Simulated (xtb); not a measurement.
# CH7SSi2 (SMILES C[SiH2]S[SiH2]) at GFN1-xTB

We compute a structure relaxation of CH7SSi2. 

The calculation is run with xtb 6.7.1 later snapshot.

4 further runs of the same task are left out: 4 set aside as unsound or not needed.

### Step 1. The system as given

CH7SSi2: 11 atoms, total charge 0, spin state doublet. SMILES: `C[SiH2]S[SiH2]`. Geometry: relaxed at GFN2-xTB. This is one conformer, not always the lowest. The run starts from this shape.

Bond lengths: C1–Si2 1.888 Å, Si2–S3 2.154 Å, S3–Si4 2.147 Å, C1–H5 1.087 Å, C1–H6 1.086 Å, C1–H7 1.086 Å, Si2–H8 1.461 Å, Si2–H9 1.462 Å, Si4–H10 1.450 Å, Si4–H11 1.456 Å. Some angles: C1–Si2–S3 106.2°, Si2–S3–Si4 103.5°, C1–Si2–H8 113.0°, C1–Si2–H9 112.3°, S3–Si2–H8 107.2°, S3–Si2–H9 107.6°, Si2–C1–H5 111.2°, Si2–C1–H6 110.9°, Si2–C1–H7 111.1°, S3–Si4–H10 104.4°.

### Step 2. A geometry optimisation at GFN1-xTB

The input, coord:

```
$coord
     -1.540769298452      3.739900281463      0.854515256295  c
     -1.242343748851      0.388716663836     -0.331722523917  si
      2.688456665721     -0.601726592603      0.043236933731  s
      2.826085419378     -4.446620057551     -1.244403550327  si
     -0.998436797946      3.880533699658      2.830393994942  h
     -3.472352856739      4.407937363780      0.678166014344  h
     -0.328906831991      5.010268668743     -0.209910777923  h
     -1.899949542960      0.125024280405     -2.999807942015  h
     -2.703517782935     -1.393861989524      1.190773122910  h
      5.483928521880     -5.107419488810     -1.137539537980  h
      1.187787355634     -6.002752829396      0.326280112678  h
$end
```

On the command line:

```console
$ xtb coord --chrg 0 --uhf 1 --opt vtight --gfn 1 > run.log
```

What values should one expect? Wanted: total energy at the end; dipole moment; HOMO energy; LUMO energy; dispersion energy.

Computed results:

At GFN1-xTB:

```
                   quantity          value
    total energy at the end   -13.31453 Eh
              dipole moment         0.58 D
HOMO energy (partly filled)       -8.79 eV
                LUMO energy       -5.82 eV
          dispersion energy  -11.24 kJ/mol
```

At the final geometry: Bond lengths: C1–Si2 1.901 Å, Si2–S3 2.087 Å, S3–Si4 2.096 Å, C1–H5 1.097 Å, C1–H6 1.097 Å, C1–H7 1.097 Å, Si2–H8 1.453 Å, Si2–H9 1.453 Å, Si4–H10 1.468 Å, Si4–H11 1.470 Å. Some angles: C1–Si2–S3 106.3°, Si2–S3–Si4 133.2°, C1–Si2–H8 109.3°, C1–Si2–H9 109.6°, S3–Si2–H8 111.4°, S3–Si2–H9 111.8°, Si2–C1–H5 113.0°, Si2–C1–H6 112.4°, Si2–C1–H7 113.0°, S3–Si4–H10 100.5°. The optimisation took 50 steps and changed the energy by -0.230 eV. Mulliken charges run from -0.19 on C1 to +0.27 on Si2.
